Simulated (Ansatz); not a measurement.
# EuI3 (BiF3 type): a single-point run

The task is a single-point run on EuI3 (BiF3 type). The structure is shown as the input types it.

Method: DFT PBE, scalar-relativistic, plane waves, PAW, in Ansatz 0.2.0.

2 further runs of the same task are left out: 1 that didn't finish, 1 set aside as unsound or not needed. Runs told in other sessions of the task aren't counted.

## 1. The structure to begin with

The structure is cubic, space group Fm-3m (No. 225). The conventional cell has a = 8.336 Å, b = 8.336 Å, c = 8.336 Å, α = 90.00°, β = 90.00°, γ = 90.00°. Around Eu (site symmetry m-3m) lie 8 I at 3.61 Å. I (site symmetry m-3m) has 8 I at 3.61 Å in its first shell of neighbours. I (site symmetry -43m) has 4 Eu at 3.61 Å and 4 I at 3.61 Å in its first shell of neighbours.

As a file:

```xyz
4
Lattice="0.0000 4.1678 4.1678 4.1678 0.0000 4.1678 4.1678 4.1678 0.0000" Properties=species:S:1:pos:R:3 pbc="T T T"
Eu    0.0000    0.0000    0.0000
I     4.1678    4.1678    4.1678
I     2.0839    2.0839    2.0839
I     6.2517    6.2517    6.2517
```

## 2. Input and run

input.yaml

```yaml
crystal:
  lattice:
    - [0.0, 4.1678018751, 4.1678018751]
    - [4.1678018751, 0.0, 4.1678018751]
    - [4.1678018751, 4.1678018751, 0.0]
  atoms:
    - { symbol: Eu, position: [0.0, 0.0, 0.0], spin: 6.0 }
    - { symbol: I, position: [0.5, 0.5, 0.5] }
    - { symbol: I, position: [0.25, 0.25, 0.25] }
    - { symbol: I, position: [0.75, 0.75, 0.75] }
basis:
  ecutwfc: 420
  ecutrho_ratio: 4
kpoints:
  mp_grid: { grid: [8, 8, 8] }
hamiltonian:
  xc: pbe
scf:
  occupations: { method: gaussian, width: 2.0 }
  max_iter: 100
output:
  forces: true
  stress: true
magnetization:
  spin_polarized: true
```

Command:

```bash
$ ansatz run input.yaml --threads 2 --pin off --max-ram 2662MiB --backend cpu --events-out ev --progress --plain --runs-dir out
```

Q: Will this input give a usable result? If not, why, and what should change?

The program finished normally, with warnings (given moment on shells). Its log warns: «where an SCF of this run starts from atoms to list the orders of its open shells, Eu (site 0, from 0) starts with 6.32 μB on its 4f shell ...»

In the input, scf.occupations.width is 2.0. Occupations are smeared over electronvolts, wider than many features of the bands.

To check: set scf.occupations.width to 0.05.
